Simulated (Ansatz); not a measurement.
**GaH₃O₂Se: how energies converge with the basis set**

One table from this session's results is given with a row withheld; the runs are named, their logs left out.

Computed with Ansatz 0.2.0, Gaussian basis. Level: one geometry, several basis sets.

The runs, in order: PBE0-D4/def2-SVP; ωB97M-V/def2-SVP; PBE0-D4/def2-QZVPP; ωB97M-V/def2-QZVPP; the functionals' def2-TZVPP values are taken from earlier runs.

## Structure used throughout

The geometry comes from an earlier relaxation with PBE0-D4 in a triple-zeta def2 set; it is a stationary point, not always the lowest conformer.

SMILES `[OH][Ga]([OH])[SeH]`, 7 atoms, charge 0, spin multiplicity 1.

Atoms are counted from 1 here; the program's logs count them from 0.

Bond lengths: O1–Ga2 1.782 Å, O1–H5 0.959 Å, Ga2–O3 1.775 Å, Ga2–Se4 2.310 Å, O3–H6 0.961 Å, Se4–H7 1.469 Å. Angles: Ga2–O1–H5 115.0°, O1–Ga2–O3 116.0°, O1–Ga2–Se4 126.3°, O3–Ga2–Se4 117.7°, Ga2–O3–H6 112.5°, Ga2–Se4–H7 91.7°.

The first run:

The input, in.yaml:

```yaml
crystal:
  periodic: [false, false, false]
  atoms:
    - {symbol: O, position_ang: [-0.996213, 1.075118, 0.610984]}
    - {symbol: Ga, position_ang: [0.185532, -0.182419, 0.166867]}
    - {symbol: O, position_ang: [1.027049, -0.969842, 1.516803]}
    - {symbol: Se, position_ang: [0.712460, -0.869391, -1.974710]}
    - {symbol: H, position_ang: [-1.444647, 1.489069, -0.128677]}
    - {symbol: H, position_ang: [0.751873, -0.628672, 2.371510]}
    - {symbol: H, position_ang: [-0.236044, 0.086137, -2.562766]}
basis:
  gaussian: {orbitals: def2-SVP}
hamiltonian: {xc: pbe0, dispersion: d4}
output: {orbitals: {seedname: orbitals}}
```

Launch:

```bash
ansatz run in.yaml --threads 2 --pin off --events-out ev --progress --plain --max-ram 32768MiB --backend cpu
```

Among the steps run: PBE0-D4 in def2-SVP; ωB97M-V in def2-SVP; PBE0-D4 in def2-QZVPP; ωB97M-V in def2-QZVPP.

One of the session's tables, all rows but one given; the rest of the session is left out.

It belongs to the step «Density functionals: the series». 

| functional | basis | HOMO (eV) |
| --- | --- | --- |
| PBE0-D4 | def2-SVP | -7.35 |
| PBE0-D4 | def2-TZVPP | -7.52 |
| PBE0-D4 | def2-QZVPP | -7.55 |
| ωB97M-V | def2-SVP | ? |
| ωB97M-V | def2-TZVPP | -9.68 |
| ωB97M-V | def2-QZVPP | -9.71 |

Estimate the missing values for ωB97M-V, def2-SVP.

As computed: HOMO (eV): -9.49. In the column «HOMO (eV)» it lies between ωB97M-V, def2-TZVPP (-9.68) and PBE0-D4, def2-QZVPP (-7.55).
